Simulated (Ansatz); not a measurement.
# CH7BSSi: the cost of one run

Program: Ansatz 0.2.0, Gaussian basis. Level of theory: the settings change from run to run. These are calculated values, not measurements.

**1. The geometry**

An earlier PBE0-D4 in a triple-zeta def2 set relaxation fixed the geometry.

SMILES `CSB[SiH3]`, 11 atoms, charge 0, spin multiplicity 1.

Atoms are counted from 1 here; the program's logs count them from 0.

Bond lengths: C1–S2 1.810 Å, C1–H5 1.090 Å, C1–H6 1.090 Å, C1–H7 1.088 Å, S2–B3 1.746 Å, B3–Si4 2.008 Å, B3–H8 1.196 Å, Si4–H9 1.491 Å, Si4–H10 1.489 Å, Si4–H11 1.491 Å. Angles: S2–C1–H5 108.9°, S2–C1–H6 108.9°, S2–C1–H7 109.9°, H5–C1–H6 109.0°, H5–C1–H7 110.0°, H6–C1–H7 110.0°, C1–S2–B3 106.9°, S2–B3–Si4 118.0°, S2–B3–H8 119.5°, Si4–B3–H8 122.5°, B3–Si4–H9 110.0°, B3–Si4–H10 112.9°, B3–Si4–H11 110.0°, H9–Si4–H10 108.2°, H9–Si4–H11 107.3°, H10–Si4–H11 108.2°.

Geometry (Å):

```xyz
11
CH7BSSi
C    -0.9374    1.9759    1.0046
S     0.3933    1.1274    0.1182
B    -0.1104   -0.5323   -0.0840
Si    1.1340   -1.7870   -1.0379
H    -1.3049    2.7969    0.3892
H    -0.5404    2.3799    1.9357
H    -1.7450    1.2780    1.2157
H    -1.1711   -0.8820    0.3442
H     0.4601   -2.3596   -2.2383
H     2.3933   -1.1289   -1.4820
H     1.4939   -2.9255   -0.1449
```

**2. PBE/ANO-RCC-VTZP**

This run has multiplicity 3, density fitting with cc-pVTZ-jkfit, a point charge of -1.00 e beside it.

Input file in.yaml:

```yaml
crystal:
  periodic: [false, false, false]
  atoms:
    - {symbol: C, position_ang: [-0.937432, 1.975930, 1.004647]}
    - {symbol: S, position_ang: [0.393273, 1.127432, 0.118199]}
    - {symbol: B, position_ang: [-0.110367, -0.532309, -0.084008]}
    - {symbol: Si, position_ang: [1.133984, -1.786993, -1.037894]}
    - {symbol: H, position_ang: [-1.304860, 2.796929, 0.389239]}
    - {symbol: H, position_ang: [-0.540388, 2.379928, 1.935731]}
    - {symbol: H, position_ang: [-1.744999, 1.278016, 1.215662]}
    - {symbol: H, position_ang: [-1.171103, -0.882009, 0.344152]}
    - {symbol: H, position_ang: [0.460082, -2.359640, -2.238313]}
    - {symbol: H, position_ang: [2.393316, -1.128894, -1.481992]}
    - {symbol: H, position_ang: [1.493894, -2.925490, -0.144922]}
basis:
  gaussian: {orbitals: ANO-RCC-VTZP, fitting: {mean_field: cc-pVTZ-jkfit}, point_charges: [{charge: -1.00, position_ang: [6.327, 0.863, 0.173]}]}
magnetization: {spin_polarized: true, initial_magnetization: 2}
hamiltonian: {xc: {name: PBE}}
```

Started as:

```sh
> ansatz run in.yaml --threads 2 --pin off --events-out ev --progress --plain --max-ram 4352MiB
```

Q: Estimate wall time and peak memory on 2 threads of Arm Neoverse V2, shared host.

About 31 s, with a peak of 0.61 GiB.
